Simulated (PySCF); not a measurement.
# Au3: other functionals and bases at one geometry

One table from this session's results is given with a row withheld; the runs are named, their logs left out.

Method: several levels, as the steps say, no spin–orbit coupling; program: PySCF 2.14.0.

3 further runs of the same task are left out: 2 for a known fault of the program, 1 set aside as unsound or not needed.

**Where the work starts**

3 atoms, charge 0, spin multiplicity 2.

Bond lengths: Au1–Au2 2.633 Å, Au1–Au3 2.632 Å. Angles: Au2–Au1–Au3 67.2°.

Geometry (Å):

```xyz
3

Au    1.4619    0.0041    0.0000
Au   -0.7355    1.4551    0.0000
Au   -0.7264   -1.4592    0.0000
```

An earlier session relaxed this geometry at TPSS, Au def2-SVP with ECP60 (doublet, point group C2v).

At TPSS on the finer grid: E = -407.124306 Eh, HOMO -4.67 eV, LUMO -4.38 eV (over both spins), ⟨S²⟩ = 0.753, Mulliken charge on Au1 +0.10 e, largest force component 0.025 eV/Å. 

Levels to run: r2SCAN; CAM-B3LYP; revPBE; PBE; TPSS, TZVP; TPSS, x2c-SVP. Hardware: 2 threads of Arm Neoverse V2, shared host.

Set-up of the first run:

The input, run.py (the lines that set the calculation):

```python
mol = gto.M(atom='''
Au     1.46188     0.00407     0.00000
Au    -0.73549     1.45514     0.00000
Au    -0.72640    -1.45921     0.00000''',
    basis={'Au': 'def2-SVP'},
    ecp={'Au': 'def2-SVP'},
    charge=0, spin=1)
mf = dft.UKS(mol, xc='R2SCAN')
mf.grids.atom_grid = (75, 302)
mf = mf.density_fit()  # fitting sets: Au def2-universal-JKFIT
mf.conv_tol = 1e-08; mf.max_cycle = 55
mf.kernel(dm0)  # dm0: the density of the relaxed state
```

On the command line:

```sh
OMP_NUM_THREADS=2 python run.py
```

Among the steps run: r2SCAN; CAM-B3LYP; revPBE; PBE; TPSS, TZVP; TPSS, x2c-SVP.

One table of the session follows, with a row left open; its other results are not shown here.

```
              level  HOMO (eV)  gap (eV)  charge on Au1 (e)  dipole (D)  largest force component (eV/Å)
TPSS (relaxed here)      -4.67      0.29               0.10        0.95                            0.03
             r2SCAN      -4.91      0.48               0.11        1.00                            0.27
          CAM-B3LYP      -6.10      3.23               0.12        0.99                            0.18
             revPBE      -4.67      0.24               0.10        0.95                            0.35
                PBE      -4.77      0.23               0.10        0.93                            0.12
         TPSS, TZVP          ?         ?                  ?           ?                               ?
      TPSS, x2c-SVP      -4.70      0.30               0.04        0.97                            0.58
```

**Question.** Estimate the row for TPSS, TZVP.

As computed: HOMO (eV): -4.71; gap (eV): 0.28; charge on Au1 (e): 0.11; dipole (D): 0.99; largest force component (eV/Å): 0.29. In the column «HOMO (eV)» it lies between PBE (-4.77) and TPSS, x2c-SVP (-4.70).

In one basis the HOMO–LUMO gap runs from 0.23 eV (PBE) to 3.23 eV (CAM-B3LYP). The largest leftover force, 0.58 eV/Å with TPSS, x2c-SVP, stands at a geometry relaxed at another level. Total energies of different levels can't be compared.
